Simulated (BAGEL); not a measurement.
# UHF/6-31G(d) (density fitting with qzvpp-jkfit, spherical functions) run of CH4NOSi (SMILES [N]=CO[SiH3])

What is the energy change on altering one bond length of CH4NOSi at UHF/6-31G* (density fitting with qzvpp-jkfit, spherical functions)? 

The results are computed with BAGEL 1.2.2.

30 further runs of the same task are left out: 30 set aside as unsound or not needed.

## (1) The system as given

CH4NOSi has 8 atoms, charge 0, and is taken as a doublet. SMILES: `[N]=CO[SiH3]`. The shape is that of a GFN2-xTB optimisation.

Bond lengths: N1–C2 1.224 Å, C2–O3 1.325 Å, O3–Si4 1.653 Å, C2–H5 1.111 Å, Si4–H6 1.456 Å, Si4–H7 1.459 Å, Si4–H8 1.459 Å. Angles: N1–C2–O3 132.6°, C2–O3–Si4 128.2°, N1–C2–H5 117.2°, O3–C2–H5 110.2°, O3–Si4–H6 96.8°, O3–Si4–H7 109.5°, O3–Si4–H8 109.5°, H6–Si4–H7 114.5°, H6–Si4–H8 114.4°, H7–Si4–H8 111.1°.

## (2) The energy at UHF/6-31G(d) (density fitting with qzvpp-jkfit, spherical functions)

Contents of job.json:

```json
{ "bagel" : [

{
  "title" : "molecule",
  "basis" : "6-31gs.json",
  "df_basis" : "qzvpp-jkfit",
  "angstrom" : true,
  "geometry" : [
    { "atom" : "N", "xyz" : [       1.604470,      -0.291140,       1.358940 ] },
    { "atom" : "C", "xyz" : [       1.433900,       0.256450,       0.277920 ] },
    { "atom" : "O", "xyz" : [       0.372520,       0.385790,      -0.504430 ] },
    { "atom" : "Si", "xyz" : [      -1.157440,      -0.189330,      -0.256180 ] },
    { "atom" : "H", "xyz" : [       2.312580,       0.758700,      -0.180860 ] },
    { "atom" : "H", "xyz" : [      -1.738160,       0.331380,      -1.485460 ] },
    { "atom" : "H", "xyz" : [      -1.122820,      -1.645320,      -0.173600 ] },
    { "atom" : "H", "xyz" : [      -1.705060,       0.393470,       0.963670 ] }
  ]
},

{ "title" : "uhf", "nopen" : 1 },

{ "title" : "print", "file" : "orbitals.molden", "orbitals" : true }

]}
```

The basis set 6-31G* is read from a file made from the Basis Set Exchange's data (not shown).

On the command line:

```
$ BAGEL_NUM_THREADS=1 BAGEL job.json > job.out
```

Standard output:

```text
* using 1 threads per process

  ===============================================================
  ===============================================================

  *** Geometry ***

  { "atom" : "N", "xyz" : [      3.032009,     -0.550175,      2.568024 ] },
  { "atom" : "C", "xyz" : [      2.709678,      0.484620,      0.525193 ] },
  { "atom" : "O", "xyz" : [      0.703961,      0.729037,     -0.953235 ] },
  { "atom" : "Si", "xyz" : [     -2.187245,     -0.357782,     -0.484110 ] },
  { "atom" : "H", "xyz" : [      4.370143,      1.433735,     -0.341776 ] },
  { "atom" : "H", "xyz" : [     -3.284646,      0.626217,     -2.807113 ] },
  { "atom" : "H", "xyz" : [     -2.121822,     -3.109204,     -0.328056 ] },
  { "atom" : "H", "xyz" : [     -3.222096,      0.743551,      1.821072 ] },

  Number of auxiliary basis functions:      429

  Since a DF basis is specified, we compute 2- and 3-index integrals:
    o Being stored without compression. Storage requirement is 0.016 GB

  Number of basis functions:       68
  Number of electrons      :       39

    * METHOD: MOLECULE                             0.15

  *** Open-shell HF ***

  === Nuclear Repulsion ===
   154.8164379260

      * DIIS with orbital gradients will be used.

  === UHF iteration (6-31gs.json) ===
      0       -458.18075167          0.04259387           0.07
      1       -458.33905718          0.02445497           0.07
      2       -458.37946916          0.01415511           0.07
      3       -458.39659462          0.00197037           0.07
      4       -458.39855024          0.00079178           0.07
      5       -458.39915558          0.00046450           0.07
      6       -458.39968969          0.00026630           0.06
      7       -458.39999951          0.00016719           0.06
      8       -458.40017114          0.00009343           0.06
      9       -458.40031337          0.00004258           0.07
     10       -458.40035495          0.00002810           0.06
     11       -458.40038438          0.00002470           0.06
     12       -458.40042003          0.00002001           0.06
     13       -458.40046236          0.00001325           0.06
     14       -458.40047793          0.00000823           0.07
     15       -458.40047938          0.00000497           0.06
     16       -458.40047953          0.00000286           0.06
     17       -458.40047917          0.00000189           0.06
     18       -458.40047936          0.00000137           0.06
     19       -458.40047953          0.00000076           0.06
     20       -458.40047957          0.00000023           0.06
     21       -458.40047958          0.00000013           0.06
     22       -458.40047958          0.00000007           0.06
     23       -458.40047958          0.00000003           0.06
     24       -458.40047958          0.00000002           0.06
     25       -458.40047958          0.00000001           0.06
     26       -458.40047958          0.00000000           0.06
    * SCF iteration converged.

    * S^2 (UHF) is 0.8242

    * Permanent dipole moment:
           (    0.532865,    -0.170727,     0.587943) a.u.

    * METHOD: UHF                                  1.84

    * METHOD: PRINT                                0.01

  ===============================================================
```

It took 2.1 s on 1 thread of Arm Neoverse V2, shared host.

## (3) The distorted shape at the same level

Contents of hf.json:

```json
{ "bagel": [

{
  "title": "molecule",
  "basis": "6-31gs.json",
  "df_basis": "qzvpp-jkfit",
  "angstrom": "true",
  "geometry": [
    { "atom": "N", "xyz": [    1.165155,   -0.542251,    1.588317 ] },
    { "atom": "C", "xyz": [    0.994585,    0.005339,    0.507297 ] },
    { "atom": "O", "xyz": [   -0.066795,    0.134679,   -0.275053 ] },
    { "atom": "Si", "xyz": [   -1.596755,   -0.440441,   -0.026803 ] },
    { "atom": "H", "xyz": [    2.312580,    0.758700,   -0.180860 ] },
    { "atom": "H", "xyz": [   -2.177475,    0.080269,   -1.256083 ] },
    { "atom": "H", "xyz": [   -1.562135,   -1.896431,    0.055777 ] },
    { "atom": "H", "xyz": [   -2.144375,    0.142359,    1.193047 ] }
  ]
},
{
  "title": "uhf",
  "nopen": 1
},
{
  "title": "print",
  "file": "orbitals.molden",
  "orbitals": "true"
}

]}
```

The basis set 6-31G* is read from a file made from the Basis Set Exchange's data (not shown).

On the command line:

```
$ BAGEL_NUM_THREADS=1 BAGEL hf.json > hf.out
```

Standard output:

```text
* using 1 threads per process

  ===============================================================
  ===============================================================

  *** Geometry ***

  { "atom" : "N", "xyz" : [      2.201824,     -1.024706,      3.001484 ] },
  { "atom" : "C", "xyz" : [      1.879493,      0.010089,      0.958652 ] },
  { "atom" : "O", "xyz" : [     -0.126224,      0.254506,     -0.519775 ] },
  { "atom" : "Si", "xyz" : [     -3.017430,     -0.832313,     -0.050650 ] },
  { "atom" : "H", "xyz" : [      4.370143,      1.433735,     -0.341776 ] },
  { "atom" : "H", "xyz" : [     -4.114831,      0.151686,     -2.373653 ] },
  { "atom" : "H", "xyz" : [     -2.952007,     -3.583735,      0.105403 ] },
  { "atom" : "H", "xyz" : [     -4.052281,      0.269020,      2.254532 ] },

  Number of auxiliary basis functions:      429

  Since a DF basis is specified, we compute 2- and 3-index integrals:
    o Being stored without compression. Storage requirement is 0.016 GB

  Number of basis functions:       68
  Number of electrons      :       39

    * METHOD: MOLECULE                             0.14

  *** Open-shell HF ***

  === Nuclear Repulsion ===
   152.8197708478

      * DIIS with orbital gradients will be used.

  === UHF iteration (6-31gs.json) ===
      0       -458.00958569          0.04832985           0.06
      1       -458.17593106          0.03750085           0.07
      2       -458.23900483          0.02821199           0.07
      3       -458.30832512          0.00304734           0.06
      4       -458.31464171          0.00183298           0.07
      5       -458.31914837          0.00088772           0.06
      6       -458.32181109          0.00043160           0.06
      7       -458.32268783          0.00028208           0.06
      8       -458.32328067          0.00019346           0.06
      9       -458.32388174          0.00014177           0.06
     10       -458.32418261          0.00009016           0.06
     11       -458.32441992          0.00008075           0.06
     12       -458.32452903          0.00006354           0.06
     13       -458.32465005          0.00004939           0.06
     14       -458.32473529          0.00002326           0.06
     15       -458.32474410          0.00001007           0.07
     16       -458.32474413          0.00000486           0.06
     17       -458.32474400          0.00000299           0.06
     18       -458.32474419          0.00000157           0.06
     19       -458.32474424          0.00000098           0.07
     20       -458.32474425          0.00000035           0.07
     21       -458.32474425          0.00000025           0.06
     22       -458.32474425          0.00000020           0.06
     23       -458.32474425          0.00000013           0.07
     24       -458.32474425          0.00000005           0.07
     25       -458.32474425          0.00000003           0.07
     26       -458.32474425          0.00000001           0.06
     27       -458.32474425          0.00000000           0.06
    * SCF iteration converged.

    * S^2 (UHF) is 1.1016

    * Permanent dipole moment:
           (    0.770424,    -0.072025,     0.531534) a.u.

    * METHOD: UHF                                  1.90

    * METHOD: PRINT                                0.01

  ===============================================================
```

Wall time 2.2 s (1 thread of Arm Neoverse V2, shared host).

## (4) Results

At UHF/6-31G* (density fitting with qzvpp-jkfit, spherical functions):

```
                                                         quantity          value
                                        first shape: total energy  -458.40048 Eh
                                       first shape: dipole moment         2.06 D
                                                first shape: ⟨S²⟩          0.824
                                    distorted shape: total energy  -458.32474 Eh
                                   distorted shape: dipole moment         2.39 D
                                            distorted shape: ⟨S²⟩          1.102
energy change with the C2–H5 bond stretched from 1.111 to 1.667 Å       2.061 eV
```

**Reading.** With the C2–H5 bond stretched from 1.111 to 1.667 Å the energy rises by 2.06 eV (48 kcal/mol). The first shape isn't relaxed at this level, so the change isn't measured from a minimum. ⟨S²⟩ (distorted shape) is 1.10 where a pure doublet has 0.75: the reference is spin-contaminated.
